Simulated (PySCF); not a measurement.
# C4H7ClSSi: the cost of one run

Programs: PySCF 2.14.0, with density-fitted response routines of our own. Each step states its level of theory. These are calculated values for one molecule in the gas phase, unless marked as measured. Atoms are numbered from 0 throughout.

## Step 1: The starting structure

14 atoms, charge 0, multiplicity 1; geometry from: GFN2-xTB.

Bonds of the start (Å): C0–C1 1.44, C1–C2 1.21, C2–Si3 1.84, Si3–Cl4 2.01, Si3–S5 2.16, S5–C6 1.82, C0–H7 1.09, C0–H8 1.09, C0–H9 1.09, Si3–H10 1.46, C6–H11 1.09, C6–H12 1.09, C6–H13 1.08.

## Step 2: Ultraviolet spectrum: CAM-B3LYP/def2-SVPD

Job settings and geometry (Å):

```
{"job": {"kind": "uv", "xc": "CAM-B3LYP", "basis": "def2-SVPD", "nstates": 8, "ntriplets": 3}, "charge": 0, "multiplicity": 1}
C      2.629988     1.302069     0.286337
C      1.619064     0.274610     0.333250
C      0.785666    -0.597251     0.364723
Si    -0.557918    -1.848106     0.509768
Cl    -0.035938    -3.312255     1.786347
S     -2.290475    -0.845076     1.311806
C     -2.451065     0.485746     0.080918
H      2.541521     1.871227    -0.638744
H      3.620396     0.850580     0.333220
H      2.507494     1.977516     1.132708
H     -0.894487    -2.391935    -0.800699
H     -1.526549     1.052369     0.037025
H     -2.681919     0.059951    -0.890196
H     -3.266456     1.120082     0.411394
```

Method: TDDFT CAM-B3LYP/def2-SVPD, vertical, gas phase, core orbitals frozen in the response.

Run with:

```console
$ OMP_NUM_THREADS=1 python probes_run.py task.json out
```

This one command runs all jobs of the session in turn.

Q: Estimate the wall time and peak memory of this job on 1 thread of Arm Neoverse N1, shared host.

About 84 s, with a peak of 0.98 GiB.
